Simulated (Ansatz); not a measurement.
# C2H8AlBO: a dynamics run in two tries

Aim: a short trajectory for this system. SMILES of the start: CO[B](C)[AlH2].

Method: UKS r2SCAN-D4/STO-3G, in Ansatz 0.2.0.

## 1. The starting structure

Bond lengths: C1–O2 1.481 Å, O2–B3 1.369 Å, B3–C4 1.598 Å, B3–Al5 2.035 Å, C1–H6 1.107 Å, C1–H7 1.107 Å, C1–H8 1.107 Å, C4–H9 1.102 Å, C4–H10 1.098 Å, C4–H11 1.102 Å, Al5–H12 1.508 Å, C1–H13 0.180 Å. Angles (14 of 21 angles, heavy atoms first): C1–O2–B3 118.7°, O2–B3–C4 120.4°, O2–B3–Al5 116.6°, C4–B3–Al5 123.0°, O2–C1–H6 107.2°, O2–C1–H7 111.5°, O2–C1–H8 111.4°, O2–C1–H13 48.3°, B3–C4–H9 111.2°, B3–C4–H10 113.6°, B3–C4–H11 111.5°, B3–Al5–H12 121.7°, H6–C1–H7 109.1°, H6–C1–H8 109.0°.

Structure file:

```xyz
13

C    -1.5687    0.1017    1.2908
O    -0.8741    0.8339    0.2075
B     0.2264    0.2622   -0.3719
C     0.7495   -1.1656    0.1211
Al    1.1309    1.3239   -1.8533
H    -2.4095    0.7370    1.6281
H    -0.8939   -0.0904    2.1474
H    -1.9690   -0.8663    0.9313
H     1.0275   -1.1420    1.1872
H     1.6265   -1.5262   -0.4316
H    -0.0323   -1.9361    0.0261
H     2.2454    2.2985   -1.5642
H    -1.4187    0.2017    1.2908
```

## 2. First attempt

Contents of input.yaml:

```yaml
crystal:
  periodic: [false, false, false]
  atoms:
    - { symbol: C, position_ang: [-1.568722, 0.101679, 1.290756] }
    - { symbol: O, position_ang: [-0.874078, 0.833881, 0.207514] }
    - { symbol: B, position_ang: [0.226444, 0.26223, -0.371894] }
    - { symbol: C, position_ang: [0.749453, -1.165553, 0.121076] }
    - { symbol: Al, position_ang: [1.1309, 1.323942, -1.853324] }
    - { symbol: H, position_ang: [-2.409499, 0.737037, 1.62813] }
    - { symbol: H, position_ang: [-0.893873, -0.090395, 2.147395] }
    - { symbol: H, position_ang: [-1.969026, -0.866294, 0.931316] }
    - { symbol: H, position_ang: [1.027523, -1.142043, 1.187169] }
    - { symbol: H, position_ang: [1.62652, -1.52623, -0.431629] }
    - { symbol: H, position_ang: [-0.032282, -1.936079, 0.026081] }
    - { symbol: H, position_ang: [2.245353, 2.298525, -1.564194] }
    - { symbol: H, position_ang: [-1.418722, 0.201679, 1.290756] }
magnetization:
  spin_polarized: true
basis:
  gaussian: { orbitals: STO-3G }
hamiltonian:
  xc: r2scan
  dispersion: d4
md:
  timestep: 1.0
  n_steps: 25
  ensemble: nve_milne
  temperature: 300.0
  initial_velocities: maxwell_boltzmann
  seed: 212705
  masses: [{ species: H, mass: 2.014 }]
```

Launch:

```bash
$ ansatz run input.yaml --threads 1 --pin off --max-ram 2048MiB --backend cpu --events-out ev --progress --plain --runs-dir out
```

What does the calculation give? Wanted: first try.

The runs gave:

| quantity | value |
| --- | --- |
| first try | timeout |
| cause | the last atom was put 0.18 Å from the first, almost on top of it |

What this shows: The program did not catch the first fault at the input check, so it cost a run.
